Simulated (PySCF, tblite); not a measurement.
# C₃H₁₄N₂SSi₂: geometry, infrared bands and NMR shifts

Aim: predict the infrared bands and NMR shifts of C₃H₁₄N₂SSi₂ (`CN([SiH2]N)[SiH2]CCS`).

Computed with tblite 0.8.0 and PySCF 2.14.0, with density-fitted response routines of our own, on a single molecule in the gas phase. Atoms count from 0, in the outputs and in this text.

## (1) Starting geometry

22 atoms, charge 0, multiplicity 1; geometry from: force field or distance geometry start.

Bonds of the start (Å): C0–N1 1.45, N1–Si2 1.75, Si2–N3 1.81, N1–Si4 1.76, Si4–C5 1.87, C5–C6 1.51, C6–S7 1.80, C0–H8 1.10, C0–H9 1.10, C0–H10 1.10, Si2–H11 1.48, Si2–H12 1.44, N3–H13 1.05, N3–H14 1.05, Si4–H15 1.49, Si4–H16 1.46, C5–H17 1.11, C5–H18 1.12, C6–H19 1.09, C6–H20 1.13, S7–H21 1.39.

## (2) Geometry optimisation with GFN2-xTB

What the job is given:

```
{"job": {"kind": "relax", "xc": "GFN2-xTB", "basis": "xTB"}, "charge": 0, "multiplicity": 1}
C     -1.089400    -1.192100     1.350300
N     -1.017800    -0.311200     0.196500
Si    -2.420700    -0.345700    -0.841000
N     -3.361200     1.166000    -0.515400
Si     0.535900    -0.340800    -0.624800
C      1.653100     0.852000     0.290500
C      2.946900     1.112400    -0.448300
S      3.950400    -0.356100    -0.728400
H     -1.805300    -0.799100     2.088500
H     -1.257500    -2.250700     1.106500
H     -0.104300    -1.156100     1.849100
H     -3.283200    -1.514100    -0.543600
H     -2.138400    -0.354000    -2.252400
H     -4.379100     0.996400    -0.715600
H     -3.226800     1.522500     0.460100
H      1.057600    -1.724700    -0.469600
H      0.476300    -0.042000    -2.055700
H      1.061900     1.782800     0.431200
H      1.834500     0.424200     1.306300
H      2.679800     1.607900    -1.378000
H      3.530900     1.835200     0.199200
H      4.346000    -0.893400     0.492200
```

The run is started by

```sh
$ OMP_NUM_THREADS=1 python probes_run.py task.json out
```

One launch serves the whole session: the jobs run in the order shown.

The log of the run:

```text
step      E/eV     max force
  0    -711.17856    2.504
  1    -711.46186    1.027
  2    -711.59276    0.682
  3    -711.63678    0.658
  4    -711.71271    0.456
  5    -711.73428    0.391
  6    -711.76315    0.292
  7    -711.78045    0.343
  8    -711.79589    0.270
  9    -711.80564    0.240
 10    -711.81555    0.197
 11    -711.82554    0.238
 12    -711.83420    0.249
 13    -711.84048    0.157
 14    -711.84529    0.172
 15    -711.84908    0.142
 16    -711.85238    0.143
 17    -711.85537    0.144
 18    -711.85843    0.120
 19    -711.86224    0.138
 20    -711.86691    0.197
 21    -711.87172    0.198
 22    -711.87573    0.134
 23    -711.87873    0.114
 24    -711.88134    0.142
 25    -711.88423    0.171
 26    -711.88725    0.138
 27    -711.88991    0.109
 28    -711.89211    0.100
 29    -711.89401    0.096
 30    -711.89571    0.107
 31    -711.89728    0.113
 32    -711.89862    0.104
 33    -711.89965    0.076
 34    -711.90037    0.057
 35    -711.90086    0.058
 36    -711.90130    0.063
 37    -711.90176    0.055
 38    -711.90224    0.051
 39    -711.90271    0.045
 40    -711.90311    0.048
 41    -711.90347    0.041
 42    -711.90382    0.048
 43    -711.90419    0.052
 44    -711.90455    0.048
 45    -711.90487    0.040
 46    -711.90519    0.051
 47    -711.90556    0.050
 48    -711.90596    0.051
 49    -711.90634    0.038
 50    -711.90664    0.036
 51    -711.90691    0.042
 52    -711.90719    0.036
 53    -711.90745    0.037
 54    -711.90765    0.023
 55    -711.90778    0.022
 56    -711.90789    0.025
 57    -711.90803    0.029
 58    -711.90820    0.028
 59    -711.90833    0.021
 60    -711.90842    0.021
 61    -711.90850    0.019
 62    -711.90859    0.021
 63    -711.90868    0.017
 64    -711.90875    0.017
 65    -711.90881    0.015
 66    -711.90885    0.015
 67    -711.90889    0.016
 68    -711.90894    0.017
 69    -711.90901    0.022
 70    -711.90910    0.022
 71    -711.90918    0.021
 72    -711.90926    0.021
 73    -711.90934    0.023
 74    -711.90945    0.024
 75    -711.90959    0.029
 76    -711.90974    0.027
 77    -711.90986    0.025
 78    -711.90996    0.027
 79    -711.91010    0.031
 80    -711.91029    0.037
 81    -711.91051    0.039
 82    -711.91073    0.032
 83    -711.91093    0.029
 84    -711.91113    0.041
 85    -711.91135    0.030
 86    -711.91153    0.030
 87    -711.91166    0.032
 88    -711.91182    0.027
 89    -711.91206    0.048
 90    -711.91243    0.051
 91    -711.91286    0.051
 92    -711.91324    0.050
 93    -711.91360    0.051
 94    -711.91401    0.061
 95    -711.91461    0.091
 96    -711.91530    0.051
 97    -711.91557    0.040
 98    -711.91583    0.041
 99    -711.91614    0.045
100    -711.91659    0.068
101    -711.91701    0.043
102    -711.91726    0.026
103    -711.91741    0.058
104    -711.91764    0.045
105    -711.91792    0.041
106    -711.91835    0.036
107    -711.91857    0.036
108    -711.91885    0.030
109    -711.91912    0.026
110    -711.91939    0.019
111    -711.91951    0.016
112    -711.91955    0.015
113    -711.91959    0.016
114    -711.91964    0.016
115    -711.91971    0.020
116    -711.91980    0.024
117    -711.91989    0.024
118    -711.91997    0.021
119    -711.92006    0.023
120    -711.92015    0.020
121    -711.92025    0.025
122    -711.92035    0.024
123    -711.92044    0.016
124    -711.92051    0.016
125    -711.92059    0.021
126    -711.92069    0.028
127    -711.92078    0.023
128    -711.92085    0.020
129    -711.92089    0.014
130    -711.92092    0.012
131    -711.92095    0.011
132    -711.92100    0.013
133    -711.92105    0.014
134    -711.92110    0.016
135    -711.92114    0.015
136    -711.92119    0.012
137    -711.92124    0.012
138    -711.92130    0.017
139    -711.92134    0.017
140    -711.92139    0.017
141    -711.92145    0.017
142    -711.92154    0.020
143    -711.92164    0.022
144    -711.92173    0.025
145    -711.92181    0.024
146    -711.92193    0.026
147    -711.92208    0.026
148    -711.92228    0.033
149    -711.92248    0.040
150    -711.92265    0.037
151    -711.92282    0.029
152    -711.92300    0.020
153    -711.92316    0.022
154    -711.92329    0.024
155    -711.92339    0.035
156    -711.92349    0.020
157    -711.92359    0.024
158    -711.92373    0.019
159    -711.92379    0.024
160    -711.92386    0.017
161    -711.92395    0.015
162    -711.92400    0.020
163    -711.92408    0.017
164    -711.92413    0.016
165    -711.92420    0.022
166    -711.92427    0.022
167    -711.92434    0.020
168    -711.92440    0.019
169    -711.92447    0.018
170    -711.92454    0.020
171    -711.92461    0.015
172    -711.92468    0.022
173    -711.92476    0.024
174    -711.92487    0.029
175    -711.92502    0.025
176    -711.92521    0.029
177    -711.92537    0.032
178    -711.92551    0.034
179    -711.92564    0.030
180    -711.92582    0.032
181    -711.92604    0.030
182    -711.92627    0.028
183    -711.92645    0.023
184    -711.92657    0.024
185    -711.92666    0.023
186    -711.92678    0.022
187    -711.92689    0.026
188    -711.92698    0.028
189    -711.92708    0.024
190    -711.92720    0.030
191    -711.92731    0.029
192    -711.92740    0.034
193    -711.92749    0.021
194    -711.92757    0.018
195    -711.92762    0.011
196    -711.92765    0.011
197    -711.92768    0.013
198    -711.92770    0.011
199    -711.92772    0.009
```

It took 6.8 s on 1 thread of Intel Xeon at 2.50GHz, shared host; peak memory 0.18 GiB.

Step by step: (not every step is listed)

```
step  energy from step 0 (eV)  largest force (eV/Å)
   0                   0.0000                2.5039
   1                  -0.2833                1.0266
   2                  -0.4142                0.6823
   3                  -0.4582                0.6584
   4                  -0.5342                0.4555
   5                  -0.5557                0.3914
   6                  -0.5846                0.2923
   7                  -0.6019                0.3434
   8                  -0.6173                0.2697
  26                  -0.7087                0.1375
  44                  -0.7260                0.0483
  62                  -0.7300                0.0211
  80                  -0.7317                0.0365
  98                  -0.7373                0.0409
 116                  -0.7412                0.0242
 134                  -0.7425                0.0156
 152                  -0.7444                0.0202
 170                  -0.7460                0.0199
 188                  -0.7484                0.0281
 194                  -0.7490                0.0177
 195                  -0.7491                0.0114
 196                  -0.7491                0.0114
 197                  -0.7491                0.0129
 198                  -0.7491                0.0112
 199                  -0.7492                0.0088
```

Distances of close pairs at the start and the end, largest changes first:

```
  bond  before (Å)  after (Å)  change (Å)
Si2–N3       1.810      1.722      -0.088
S7–H21       1.391      1.332      -0.059
N3–H13       1.051      1.006      -0.045
C6–H20       1.133      1.092      -0.041
N3–H14       1.047      1.007      -0.040
Si4–C5       1.873      1.910      +0.037
N1–Si4       1.758      1.728      -0.030
C5–H18       1.117      1.092      -0.025
```

The next job starts from the end point, and lists it.

## (3) Vibrational analysis with GFN2-xTB

What the job is given:

```
{"job": {"kind": "ir", "xc": "GFN2-xTB", "basis": "xTB"}, "charge": 0, "multiplicity": 1}
C     -1.132002    -0.746331     1.429759
N     -0.999645    -0.418000     0.024039
Si    -2.452569    -0.516755    -0.925982
N     -3.389115     0.863056    -0.496449
Si     0.589404    -0.424460    -0.654789
C      1.743467     0.563807     0.502258
C      2.927496     1.119506    -0.258832
S      3.800667    -0.172384    -1.203673
H     -2.120603    -0.469661     1.793682
H     -0.997986    -1.818295     1.606097
H     -0.388761    -0.210981     2.020317
H     -3.099280    -1.809073    -0.638444
H     -2.109648    -0.401910    -2.334836
H     -4.318578     0.965259    -0.867560
H     -3.342787     1.227945     0.440874
H      1.107204    -1.797103    -0.787260
H      0.500483     0.241582    -1.949019
H      1.212766     1.399766     0.962014
H      2.109226    -0.067993     1.314657
H      2.604287     1.832293    -1.016349
H      3.659038     1.601902     0.392657
H      4.086526    -0.942785    -0.155577
```

The log of the run:

```text
mode    cm-1     km/mol
  1      23.4      2.32
  2      24.8      0.02
  3      41.9      1.28
  4      72.8      2.34
  5      86.8      0.32
  6     121.2      1.68
  7     143.2     11.89
  8     179.3      2.30
  9     179.5      3.28
 10     219.5     23.27
 11     245.9     27.29
 12     254.2      8.97
 13     315.4      1.43
 14     378.7      2.59
 15     442.8    148.51
 16     479.2     72.08
 17     534.9    130.93
 18     580.0     11.44
 19     596.6     23.54
 20     642.9     19.83
 21     676.3      9.87
 22     691.5     25.95
 23     712.9    233.71
 24     753.4    215.18
 25     759.3    155.17
 26     781.9    126.39
 27     792.8    134.60
 28     799.7    121.93
 29     832.8    265.75
 30     894.3    111.51
 31     941.1     49.25
 32     951.2    427.39
 33    1061.7      8.17
 34    1096.0      5.85
 35    1118.5     11.01
 36    1157.2     48.74
 37    1162.8     95.87
 38    1182.4    149.40
 39    1270.4     13.48
 40    1289.3      7.77
 41    1426.7      0.44
 42    1457.7      0.39
 43    1479.6      2.34
 44    1501.4      6.77
 45    1507.8     16.95
 46    1514.4     37.84
 47    2150.9    338.92
 48    2177.9    365.82
 49    2305.7     80.21
 50    2327.0    432.00
 51    2430.8    138.68
 52    2912.1     61.97
 53    2953.3     32.00
 54    2960.1     48.22
 55    2973.2     25.11
 56    2984.8     44.69
 57    2996.1     45.86
 58    3008.7     19.36
 59    3478.5      3.19
 60    3519.1      1.18
```

Wall time 4.2 s (1 thread of Intel Xeon at 2.50GHz, shared host); peak memory 0.18 GiB.

Which atoms move in the most intense modes:

```
cm⁻¹  km/mol                                   atoms
 713   233.7            H11 38 %, H12 24 %, H13 13 %
 753   215.2            H15 28 %, H16 27 %, H17 11 %
 759   155.2                      H15 51 %, H16 37 %
 833   265.8  H11 20 %, H14 17 %, H12 15 %, H13 13 %
 951   427.4                        N1 37 %, H8 14 %
2151   338.9                                H11 93 %
2178   365.8                                H15 94 %
2327   432.0                      H12 81 %, H16 15 %
```

## (4) Shielding tensors: PBE0/pcSseg-1

Settings changed since step 3:

```diff
@@ -1,2 +1,2 @@
-{"job": {"kind": "ir", "xc": "GFN2-xTB", "basis": "xTB"}, "charge": 0, "multiplicity": 1}
+{"job": {"kind": "nmr", "xc": "PBE0", "basis": "pcSseg-1"}, "charge": 0, "multiplicity": 1}
 C     -1.132002    -0.746331     1.429759
```

Method: GIAO PBE0/pcSseg-1 NMR shielding, non-relativistic, gas phase.

The log of the run:

```text
coarse grid: 18936 points
cycle   1  E = -1208.6250575512  dE =  6.429e-01  |g| = 6.086e-01  |ddm| = 4.159e+00
cycle   2  E = -1208.5666168220  dE =  5.844e-02  |g| = 8.019e-01  |ddm| = 1.347e+00
cycle   3  E = -1208.7082534932  dE = -1.416e-01  |g| = 8.470e-02  |ddm| = 8.680e-01
cycle   4  E = -1208.7096712034  dE = -1.418e-03  |g| = 3.501e-02  |ddm| = 1.140e-01
cycle   5  E = -1208.7099164219  dE = -2.452e-04  |g| = 1.075e-02  |ddm| = 3.775e-02
cycle   6  E = -1208.7099403998  dE = -2.398e-05  |g| = 2.912e-03  |ddm| = 1.245e-02
cycle   7  E = -1208.7099420909  dE = -1.691e-06  |g| = 5.157e-04  |ddm| = 3.083e-03
final grid: 166416 points
cycle   8  E = -1208.7535394889  dE = -3.413e-05  |g| = 1.044e-02  |ddm| = 3.013e-02
cycle   9  E = -1208.7535187866  dE =  2.070e-05  |g| = 1.397e-02  |ddm| = 2.149e-02
cycle  10  E = -1208.7535649110  dE = -4.612e-05  |g| = 8.270e-04  |ddm| = 1.318e-02
cycle  11  E = -1208.7535650540  dE = -1.431e-07  |g| = 2.629e-04  |ddm| = 9.413e-04
cycle  12  E = -1208.7535650674  dE = -1.332e-08  |g| = 7.529e-05  |ddm| = 2.406e-04
cycle  13  E = -1208.7535650685  dE = -1.108e-09  |g| = 3.194e-05  |ddm| = 1.015e-04
cycle  14  E = -1208.7535650687  dE = -2.397e-10  |g| = 4.784e-06  |ddm| = 3.313e-05
converged SCF energy = -1208.7535650687

GIAO shielding tensors (ppm)
atom      isotropic    diamagn.    paramagn.     s11        s22        s33       span
  0 C      153.940     245.622     -91.683    131.781    143.238    186.800     55.020
  1 N      249.308     330.204     -80.896    220.640    256.356    270.929     50.289
  2 Si     378.504     881.050    -502.546    355.356    368.780    411.375     56.019
  3 N      257.463     316.087     -58.624    210.567    260.474    301.349     90.782
  4 Si     375.538     882.580    -507.042    325.328    372.377    428.907    103.579
  5 C      165.587     256.721     -91.134    143.902    163.749    189.109     45.207
  6 C      157.370     245.459     -88.089    141.488    161.508    169.113     27.625
  7 S      567.535    1054.599    -487.064    425.181    507.385    770.040    344.859
  8 H       29.129      31.223      -2.094     23.436     28.584     35.366     11.930
  9 H       28.975      30.209      -1.234     24.819     25.727     36.378     11.559
 10 H       29.224      32.655      -3.431     23.581     29.836     34.255     10.675
 11 H       26.455      29.539      -3.084     22.686     25.001     31.678      8.992
 12 H       26.772      30.493      -3.722     23.102     25.817     31.397      8.295
 13 H       32.090      27.763       4.327     24.473     26.843     44.954     20.481
 14 H       31.447      32.745      -1.298     23.770     29.915     40.656     16.885
 15 H       26.364      31.162      -4.798     20.867     27.660     30.565      9.698
 16 H       26.996      32.361      -5.365     22.229     28.204     30.554      8.326
 17 H       30.529      35.148      -4.619     24.857     29.654     37.078     12.221
 18 H       30.451      34.523      -4.072     26.207     31.169     33.976      7.769
 19 H       29.307      29.460      -0.154     24.431     28.309     35.180     10.749
 20 H       28.323      27.769       0.554     21.227     27.803     35.938     14.712
 21 H       30.443      30.237       0.206     24.095     28.850     38.385     14.290
```

Run time: 2.2 min. Hardware: 1 thread of Intel Xeon at 2.50GHz, shared host; peak memory 1.1 GiB.

Shifts follow as δ = σ(reference) − σ, with reference shieldings (ppm) from runs at the same level and on the same kind of geometry: ¹H TMS 31.72, ¹³C TMS 186.9, ²⁹Si TMS 349.2, ¹⁵N NH3 267.7, ³³S CS2 504. The references are single molecules in the gas phase, so shifts against H2O, NH3, PH3, H3PO4 or CFCl3 are not on the usual liquid scales and can be off by tens of ppm. Atoms listed in one row are averaged.

```
      atoms                              environment  σ (ppm)  δ (ppm)  δ scaled to CDCl3
         C0                methyl carbon bonded to N    153.9     33.0               30.3
         C6                      sp3 CH2 bonded to S    157.4     29.6               22.5
         C5                     sp3 CH2 bonded to Si    165.6     21.3               18.9
   H11, H12      hydrogen on a silicon bonded to 2 N    26.61     5.10                  –
   H15, H16     hydrogen on a silicon bonded to C, N    26.68     5.04                  –
   H19, H20       hydrogen on an sp3 CH2 bonded to S    28.81     2.90               2.84
H8, H9, H10  hydrogen on a methyl carbon bonded to N    29.11     2.61               2.56
        H21               hydrogen on a thiol sulfur    30.44     1.27                  –
   H17, H18      hydrogen on an sp3 CH2 bonded to Si    30.49     1.23               1.26
   H13, H14      hydrogen on a nitrogen bonded to Si    31.77    -0.05                  –
         N1               nitrogen bonded to C, 2 Si    249.3     18.4                  –
         N3               nitrogen bonded to Si, 2 H    257.5     10.3                  –
        Si4              silicon bonded to C, N, 2 H    375.5    -26.4                  –
        Si2               silicon bonded to 2 N, 2 H    378.5    -29.3                  –
         S7                             thiol sulfur      568      -64                  –
```

The scaled column applies a straight-line fit of computed shieldings to shifts measured in CDCl3, with any fitted terms for Cl, Br or S neighbours (root-mean-square error 0.16 ppm for H, 1.9 ppm for C).

Charges from the same density, by scheme (e):

```
atoms  Mulliken    IAO  Hirshfeld  ESP fit
   C0     -0.07  -0.29      -0.07    -0.09
   N1     -0.94  -0.78      -0.26    -0.35
  Si2      0.86   1.01       0.39     0.82
   N3     -0.63  -0.86      -0.33    -1.12
  Si4      0.78   0.87       0.34     0.23
   C5     -0.56  -0.55      -0.17    -0.03
   C6     -0.33  -0.32      -0.07    -0.28
   S7     -0.14  -0.06      -0.04    -0.31
```

Mayer bond orders: C0–N1 0.94, N1–Si2 0.92, Si2–N3 1.04, N1–Si4 0.93, Si4–C5 0.86, C5–C6 1.04, C6–S7 1.02.

## (5) What came out

| quantity | value |
| --- | --- |
| strongest single infrared mode (GFN2-xTB) | 2327 cm⁻¹, 432 km/mol |
| zero-point energy (GFN2-xTB) | 103.7 kcal/mol |
| ¹³C shifts against TMS (PBE0/pcSseg-1) | 33.0, 29.6, 21.3 ppm |
| ¹H shifts against TMS (PBE0/pcSseg-1, means over atoms taken as alike) | 5.10, 5.04, 2.90, 2.61, 1.27, 1.23, -0.05 ppm |
| ¹⁵N shifts against NH3 (PBE0/pcSseg-1) | 18.4, 10.3 ppm |
| ²⁹Si shifts against TMS (PBE0/pcSseg-1) | -26.4, -29.3 ppm |
| ³³S shifts against CS2 (PBE0/pcSseg-1) | -64 ppm |

What this shows: Relaxing lowered the energy by 0.749 eV in 199 steps; the close pair that moved most is Si2–N3, from 1.810 to 1.722 Å. All 60 modes are real, so the xTB geometry is a minimum. The strongest single mode, at 2327 cm⁻¹, moves mainly H12. GFN2-xTB is a fitted tight-binding method: band positions and strengths are rough. Its intensities can rank the bands wrongly. C0 (methyl carbon bonded to N) lies farthest downfield among carbon, at 33.0 ppm; pulled downfield by the heteroatom. At PBE0/pcSseg-1: The widest tensor belongs to S7: span 345 ppm, with a paramagnetic part of -487 ppm.
